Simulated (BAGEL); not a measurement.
# GeN2H4 (SMILES [NH2][Ge][NH2]) at HF/3-21G (density fitting with qzvpp-jkfit)

Aim: the energy change on altering one bond length of GeN2H4 at HF/3-21G (density fitting with qzvpp-jkfit), from 2 runs. 

The results are computed with BAGEL 1.2.2.

5 further runs of the same task are left out: 4 that didn't finish, 1 set aside as unsound or not needed.

### Step 1. The molecule

GeN2H4: 7 atoms, total charge 0, spin state singlet. As SMILES, `[NH2][Ge][NH2]`. The coordinates come from a PBE0-D4/def2-TZVP relaxation. This is one conformer, not always the lowest.

Bond lengths: N1–Ge2 1.827 Å, Ge2–N3 1.827 Å, N1–H4 1.006 Å, N1–H5 1.008 Å, N3–H6 1.008 Å, N3–H7 1.006 Å. Angles: N1–Ge2–N3 97.3°, Ge2–N1–H4 120.9°, Ge2–N1–H5 126.9°, Ge2–N3–H6 126.9°, Ge2–N3–H7 120.9°, H4–N1–H5 112.3°, H6–N3–H7 112.3°.

### Step 2. The energy at HF/3-21G (density fitting with qzvpp-jkfit)

input.json

```json
{ "bagel": [

{
  "title": "molecule",
  "basis": "3-21g",
  "df_basis": "qzvpp-jkfit",
  "angstrom": true,
  "geometry": [
    { "atom": "N", "xyz": [      -1.179700,       0.092100,      -0.683900 ] },
    { "atom": "Ge", "xyz": [      -0.069700,      -1.237600,      -0.102500 ] },
    { "atom": "N", "xyz": [       1.194700,      -0.165000,       0.665000 ] },
    { "atom": "H", "xyz": [      -2.029900,      -0.124000,      -1.176400 ] },
    { "atom": "H", "xyz": [      -1.047800,       1.084700,      -0.566600 ] },
    { "atom": "H", "xyz": [       1.191600,       0.842500,       0.702200 ] },
    { "atom": "H", "xyz": [       2.002000,      -0.560700,       1.116500 ] }
  ]
},

{
  "title": "hf",
  "charge": 0
},

{
  "title": "print",
  "file": "orbitals.molden",
  "orbitals": true
}

]}
```

On the command line:

```console
$ BAGEL_NUM_THREADS=1 BAGEL input.json > input.out
```

The log of the run:

```text
* using 1 threads per process

  ===============================================================
  ===============================================================

  *** Geometry ***

  { "atom" : "N", "xyz" : [     -2.229310,      0.174044,     -1.292384 ] },
  { "atom" : "Ge", "xyz" : [     -0.131714,     -2.338725,     -0.193697 ] },
  { "atom" : "N", "xyz" : [      2.257656,     -0.311805,      1.256668 ] },
  { "atom" : "H", "xyz" : [     -3.835955,     -0.234326,     -2.223074 ] },
  { "atom" : "H", "xyz" : [     -1.980055,      2.049786,     -1.070719 ] },
  { "atom" : "H", "xyz" : [      2.251798,      1.592094,      1.326966 ] },
  { "atom" : "H", "xyz" : [      3.783232,     -1.059569,      2.109879 ] },

  Number of auxiliary basis functions:      492

  Since a DF basis is specified, we compute 2- and 3-index integrals:
    o Being stored without compression. Storage requirement is 0.009 GB

  Number of basis functions:       48
  Number of electrons      :       50

    * METHOD: MOLECULE                             0.26

  *** RHF ***

  === Nuclear Repulsion ===
   186.5224195989

      * DIIS with orbital gradients will be used.

  === RHF iteration (3-21g) ===
      0      -2175.83753879          0.03282621           0.05
      1      -2175.95791279          0.01888828           0.04
      2      -2176.01288118          0.00114640           0.04
      3      -2176.01357658          0.00018402           0.04
      4      -2176.01360864          0.00005685           0.04
      5      -2176.01361117          0.00001197           0.04
      6      -2176.01361127          0.00000343           0.04
      7      -2176.01361127          0.00000053           0.05
      8      -2176.01361127          0.00000022           0.04
      9      -2176.01361127          0.00000003           0.04
     10      -2176.01361127          0.00000001           0.04
     11      -2176.01361127          0.00000000           0.04
    * SCF iteration converged.

    * Permanent dipole moment:
           (   -0.042161,    -0.689032,    -0.057126) a.u.

    * METHOD: HF                                   0.71

    * METHOD: PRINT                                0.00

  ===============================================================
```

It took 1.2 s on 1 thread of Intel Xeon Platinum 8259CL at 2.50GHz (Skylake/Cascade Lake), shared host; peak memory 0.083 GiB.

### Step 3. The distorted shape at the same level

hf.json

```json
{ "bagel": [

{
  "title": "molecule",
  "basis": "3-21g",
  "df_basis": "qzvpp-jkfit",
  "angstrom": true,
  "geometry": [
    { "atom": "N", "xyz": [      -1.178150,      -0.411663,      -0.702500 ] },
    { "atom": "Ge", "xyz": [      -0.068150,      -1.741363,      -0.121100 ] },
    { "atom": "N", "xyz": [       1.196250,      -0.668763,       0.646400 ] },
    { "atom": "H", "xyz": [      -2.028350,      -0.627763,      -1.195000 ] },
    { "atom": "H", "xyz": [      -1.046250,       0.580937,      -0.585200 ] },
    { "atom": "H", "xyz": [       1.191600,       0.842500,       0.702200 ] },
    { "atom": "H", "xyz": [       2.003550,      -1.064463,       1.097900 ] }
  ]
},

{ "title": "hf" },

{ "title": "print", "file": "orbitals.molden", "orbitals": true }

]}
```

On the command line:

```console
$ BAGEL_NUM_THREADS=1 BAGEL hf.json > hf.out
```

The log of the run:

```text
* using 1 threads per process

  ===============================================================
  ===============================================================

  *** Geometry ***

  { "atom" : "N", "xyz" : [     -2.226381,     -0.777930,     -1.327533 ] },
  { "atom" : "Ge", "xyz" : [     -0.128785,     -3.290699,     -0.228846 ] },
  { "atom" : "N", "xyz" : [      2.260585,     -1.263779,      1.221519 ] },
  { "atom" : "H", "xyz" : [     -3.833026,     -1.186300,     -2.258223 ] },
  { "atom" : "H", "xyz" : [     -1.977126,      1.097812,     -1.105868 ] },
  { "atom" : "H", "xyz" : [      2.251798,      1.592094,      1.326966 ] },
  { "atom" : "H", "xyz" : [      3.786161,     -2.011544,      2.074730 ] },

  Number of auxiliary basis functions:      492

  Since a DF basis is specified, we compute 2- and 3-index integrals:
    o Being stored without compression. Storage requirement is 0.009 GB

  Number of basis functions:       48
  Number of electrons      :       50

    * METHOD: MOLECULE                             0.24

  *** RHF ***

  === Nuclear Repulsion ===
   184.2028221398

      * DIIS with orbital gradients will be used.

  === RHF iteration (3-21g) ===
      0      -2175.72222562          0.03392683           0.06
      1      -2175.83988349          0.02199288           0.06
      2      -2175.91577574          0.00201374           0.06
      3      -2175.91704080          0.00100404           0.07
      4      -2175.91732474          0.00023833           0.07
      5      -2175.91735942          0.00005082           0.04
      6      -2175.91736124          0.00001367           0.04
      7      -2175.91736137          0.00000349           0.04
      8      -2175.91736138          0.00000100           0.05
      9      -2175.91736138          0.00000050           0.06
     10      -2175.91736138          0.00000016           0.08
     11      -2175.91736138          0.00000007           0.07
     12      -2175.91736138          0.00000002           0.06
     13      -2175.91736138          0.00000001           0.08
    * SCF iteration converged.

    * Permanent dipole moment:
           (    0.046268,    -0.516022,     0.000255) a.u.

    * METHOD: HF                                   1.02

    * METHOD: PRINT                                0.01

  ===============================================================
```

Wall time 1.5 s (1 thread of Intel Xeon Platinum 8259CL at 2.50GHz (Skylake/Cascade Lake), shared host); peak memory 0.083 GiB.

### Step 4. Summary of results

Level: HF/3-21G (density fitting with qzvpp-jkfit).

```
                                                         quantity           value
                                        first shape: total energy  -2176.01361 Eh
                                       first shape: dipole moment          1.76 D
                                         first shape: HOMO energy        -8.83 eV
                                         first shape: LUMO energy         2.88 eV
                                       first shape: HOMO–LUMO gap        11.71 eV
                                    distorted shape: total energy  -2175.91736 Eh
                                   distorted shape: dipole moment          1.32 D
                                     distorted shape: HOMO energy        -8.84 eV
                                     distorted shape: LUMO energy         2.82 eV
                                   distorted shape: HOMO–LUMO gap        11.66 eV
energy change with the N3–H6 bond stretched from 1.008 to 1.512 Å        2.619 eV
```

**Reading.** With the N3–H6 bond stretched from 1.008 to 1.512 Å the energy rises by 2.62 eV (60 kcal/mol). The first shape isn't relaxed at this level, so the change isn't measured from a minimum.
